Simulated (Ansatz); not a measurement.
Runs of Ansatz 0.2.0 on BiTe. It takes space group Fm-3m (No. 225, cubic). Conventional cell: a = 6.470 Å, b = 6.470 Å, c = 6.470 Å, α = 90.00°, β = 90.00°, γ = 90.00°. Around Bi (site symmetry m-3m) lie 6 Te at 3.23 Å. Around Te (site symmetry m-3m) lie 6 Bi at 3.23 Å. 

```tsv
task	level	potentials or basis	spin	cell	k mesh	cutoff (eV)	smearing	gap on the mesh (eV)	pressure (GPa)
electrostatic potential	r2SCAN+rVV10	Ansatz PAW polarizable	collinear, ferromagnetic start	as given	7 × 7 × 7	500	tetrahedron	none	(a)
electric field gradients	LDA+D3(BJ)	Ansatz PAW large core	off	volume scaled by 1.08	7 × 7 × 7	420	gaussian 0.025 eV	none	-7.3
electric field gradients	BPBE+D3(BJ)	Ansatz PAW	SOC, no magnetisation	atoms moved at random, drawn with an rms of 0.05 Å	6 × 6 × 6	420	fermi-dirac 0.05 eV	none	-3.4
single point	HSE06+D4	Ansatz PAW earlier set	off	as given	5 × 5 × 5	600	methfessel-paxton 0.1 eV	none	-3.1
relaxation of the atoms	SVWN5	Ansatz PAW polarizable	off	atoms relaxed from: atoms moved at random, drawn with an rms of 0.1 Å	6 × 6 × 6	420	fermi-dirac 0.1 eV	-	-2.7
```

Estimate the missing entries.

(a) -1.1.

Caveats: the PAW data sets come from PBE, with cores solved anew for the run's functional, which leaves a small shift of forces and pressure; spin-orbit coupling is left out, which moves the levels of the heavy elements (some runs); pairwise dispersion overbinds metals, which lowers pressure and volume (some runs); the dispersion damping was fitted for another functional or another form of the correction (some runs); the thresholds are loose for stress (some runs); with tetrahedron occupations forces and stress needn't match the slope of the energy (some runs); the starting moments weren't kept (some runs).

A k mesh can miss the band edges, and rows without SOC leave out spin-orbit coupling on Bi, Te.

A gap of «none» marks a metal or a gap under the smearing width.

The runs don't all hold the same shells in valence.
